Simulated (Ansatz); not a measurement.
# ZnSe: the cost of one run

Computed with Ansatz 0.2.0 (DFT LDA, scalar-relativistic, plane waves, PAW, unless a step's input says otherwise).

2 further runs of the same task are left out: 2 that didn't finish.

## (1) The structure to begin with

It takes space group F-43m (No. 216, cubic). The conventional cell has a = 5.668 Å, b = 5.668 Å, c = 5.668 Å, α = 90.00°, β = 90.00°, γ = 90.00°. Around Zn (site symmetry -43m) lie 4 Se at 2.45 Å. Se (site symmetry -43m) is surrounded by 4 Zn at 2.45 Å.

As a file:

```xyz
2
Lattice="0.0000 2.8338 2.8338 2.8338 0.0000 2.8338 2.8338 2.8338 0.0000" Properties=species:S:1:pos:R:3 pbc="T T T"
Zn    0.0000    0.0000    0.0000
Se    4.2507    4.2507    4.2507
```

No relaxation comes first: the listed cell is the starting point.

## (2) The reference: the undisturbed cell on the scan's mesh

input.yaml reads:

```yaml
crystal:
  lattice:
    - [0.0, 2.8338, 2.8338]
    - [2.8338, 0.0, 2.8338]
    - [2.8338, 2.8338, 0.0]
  atoms:
    - { symbol: Zn, position: [0.0, 0.0, 0.0] }
    - { symbol: Se, position: [0.75, 0.75, 0.75] }
basis:
  ecutwfc: 420
kpoints:
  mp_grid: { grid: [10, 10, 10] }
hamiltonian:
  xc: lda
scf:
  occupations: { method: gaussian, width: 0.05 }
output:
  forces: true
  stress: true
  eigenvalues: true
```

On the command line:

```console
ansatz run input.yaml --threads 1 --pin off --max-ram 2560MiB --backend cpu --events-out ev --progress --plain --runs-dir out
```

**Question.** How long does this run take on 1 thread of Arm Neoverse V2, shared host, and how much memory does it need?

About 2.8 s, with a peak of 0.33 GiB.
